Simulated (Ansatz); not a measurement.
**Hf: pressure against volume**

One table from this session's results is given with a row withheld; the runs are named, their logs left out.

This is Hf in the bcc structure; at room conditions it is hcp.

Computed with Ansatz 0.2.0 (DFT PBEsol, scalar-relativistic, unless a step's input says otherwise).

### The starting structure

It takes space group Im-3m (No. 229, cubic). Conventional cell: a = 3.610 Å, b = 3.610 Å, c = 3.610 Å, α = 90.00°, β = 90.00°, γ = 90.00°. Hf (site symmetry m-3m) has 8 Hf at 3.13 Å as nearest neighbours.

Coordinates:

```cif
data_structure
_symmetry_space_group_name_H-M 'P 1'
_symmetry_Int_Tables_number 1
_cell_length_a 3.1264
_cell_length_b 3.1264
_cell_length_c 3.1264
_cell_angle_alpha 109.471
_cell_angle_beta 109.471
_cell_angle_gamma 109.471
_cell_volume 23.52
loop_
_atom_site_label
_atom_site_type_symbol
_atom_site_fract_x
_atom_site_fract_y
_atom_site_fract_z
_atom_site_occupancy
Hf1 Hf 0.00000 0.00000 0.00000 1
```

The cell comes from a crystallographic database entry that wasn't checked; take it as a given geometry, which may be far from equilibrium.

The first run:

Contents of input.yaml:

```yaml
crystal:
  lattice:
    - [-1.7681529262, 1.7681529262, 1.7681529262]
    - [1.7681529262, -1.7681529262, 1.7681529262]
    - [1.7681529262, 1.7681529262, -1.7681529262]
  atoms:
    - { symbol: Hf, position: [0.0, 0.0, 0.0] }
kpoints:
  mp_grid: { grid: [16, 16, 16] }
  band_path:
    path:
      - [0.0, 0.0, 0.0]
      - [0.5, -0.5, 0.5]
      - [0.0, 0.0, 0.5]
      - [0.0, 0.0, 0.0]
      - [0.25, 0.25, 0.25]
      - [0.5, -0.5, 0.5]
      - [0.25, 0.25, 0.25]
      - [0.0, 0.0, 0.5]
    npoints: 5
scf:
  occupations: { method: fermi_dirac, width: 0.08 }
hamiltonian:
  xc: pbesol
  pseudopotentials: { kind: all_electron, lapw: { basis_error: 0.001 } }
output:
  forces: true
  stress: true
  eigenvalues: true
```

On the command line:

```bash
$ ansatz run input.yaml --threads 1 --pin off --max-ram 3072MiB --backend cpu --events-out ev --progress --plain --runs-dir out
```

Among the steps run: Volume × 0.94, LAPW; Volume × 0.94, PAW; Volume × 0.94, crystal datasets; Volume × 0.98, LAPW; Volume × 0.98, PAW; Volume × 0.98, crystal datasets; Volume × 1.01, LAPW; Volume × 1.01, PAW; Volume × 1.01, crystal datasets; Volume × 1.04, LAPW; Volume × 1.04, PAW; Volume × 1.04, crystal datasets.

One of the session's tables, all rows but one given; the rest of the session is left out.

```
          method  volume (Å³/atom)  pressure (GPa)
            LAPW            22.112           -3.72
            LAPW            23.052           -7.33
            LAPW            23.523           -8.89
            LAPW            23.758           -9.62
            LAPW            24.464          -11.61
             PAW            22.112           -3.75
             PAW            23.052           -7.35
             PAW            23.523           -8.91
             PAW            23.758           -9.63
             PAW            24.464               ?
crystal datasets            22.112           -3.72
crystal datasets            23.052           -7.33
crystal datasets            23.523           -8.89
crystal datasets            23.758           -9.62
crystal datasets            24.464          -11.61
```

**Question.** Estimate the row for PAW, 24.464.

**Answer.** pressure (GPa): -11.62. In the column «pressure (GPa)» it is the lowest.

Limits of these values: Warnings in the runs' records: gradients without spin orbit, crystal datasets made.
